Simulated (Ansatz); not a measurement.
# CHNZn: geometry and frequencies at several levels

An exercise on one series of results from a longer session: the logs are not shown, and one member is left open.

Program: Ansatz 0.2.0. Level of theory: the levels named in each step. These are calculated values, not measurements.

## Starting point

Bond lengths: C1–N2 1.164 Å, N2–Zn3 1.821 Å, Zn3–H4 1.475 Å. Angles: C1–N2–Zn3 180.0°, N2–Zn3–H4 180.0°.

Coordinates:

```xyz
4

C     0.0000    0.0000   -2.1524
N     0.0000    0.0000   -0.9880
Zn    0.0000    0.0000    0.8329
H     0.0000    0.0000    2.3075
```

The first run:

Input file input.yaml:

```yaml
crystal:
  periodic: [false, false, false]
  atoms:
    - { symbol: C, position_ang: [0.0, 0.0, -2.19303345] }
    - { symbol: "N", position_ang: [0.0, 0.0, -1.00124355] }
    - { symbol: Zn, position_ang: [0.0, 0.0, 0.83853018] }
    - { symbol: H, position_ang: [0.0, 0.0, 2.35574682] }
basis:
  gaussian: { orbitals: def2-TZVPP }
hamiltonian:
  xc: pbe0
  dispersion: d4
relax:
  f_tol: 0.002
  max_steps: 150
```

The run is started by

```console
ansatz run input.yaml --threads 2 --pin off --max-ram 5120MiB --backend cpu --events-out ev --progress --plain --runs-dir out
```

Among the steps run: Relaxation, PBE0-D4/def2-TZVPP; Frequencies, PBE0-D4/def2-TZVPP; Relaxation, PBE-D4/def2-TZVPP; Frequencies, PBE-D4/def2-TZVPP; Relaxation, r2SCAN-D4/def2-TZVPP; Frequencies, r2SCAN-D4/def2-TZVPP; Relaxation, B3LYP-D4/def2-TZVPP; Frequencies, B3LYP-D4/def2-TZVPP; Relaxation, B2PLYP/def2-TZVPP.

One of the session's tables, all rows but one given; the rest of the session is left out.

It belongs to the step «Geometries side by side». 

| level | C1–N2 (Å) | N2–Zn3 (Å) | rotational constants (MHz) | dipole (D) | highest frequency (cm⁻¹) |
| --- | --- | --- | --- | --- | --- |
| PBE0-D4/def2-TZVPP | 1.1712 | 1.8261 | 4312.5 | 3.73 | 2180 |
| PBE-D4/def2-TZVPP | 1.1835 | 1.8315 | 4270.1 | 3.76 | 2085 |
| r2SCAN-D4/def2-TZVPP | 1.1752 | 1.8186 | 4331.3 | 3.72 | 2143 |
| B3LYP-D4/def2-TZVPP | ? | ? | ? | ? | ? |
| B2PLYP/def2-TZVPP | 1.1770 | 1.8299 | 4289.7 | 3.81 | - |

Q: Estimate the row for B3LYP-D4/def2-TZVPP from the others.

The run gave: C1–N2 (Å): 1.1717; N2–Zn3 (Å): 1.8346; rotational constants (MHz): 4284.2; dipole (D): 3.78; highest frequency (cm⁻¹): 2160. In the column «C1–N2 (Å)» it lies between PBE0-D4/def2-TZVPP (1.1712) and r2SCAN-D4/def2-TZVPP (1.1752).
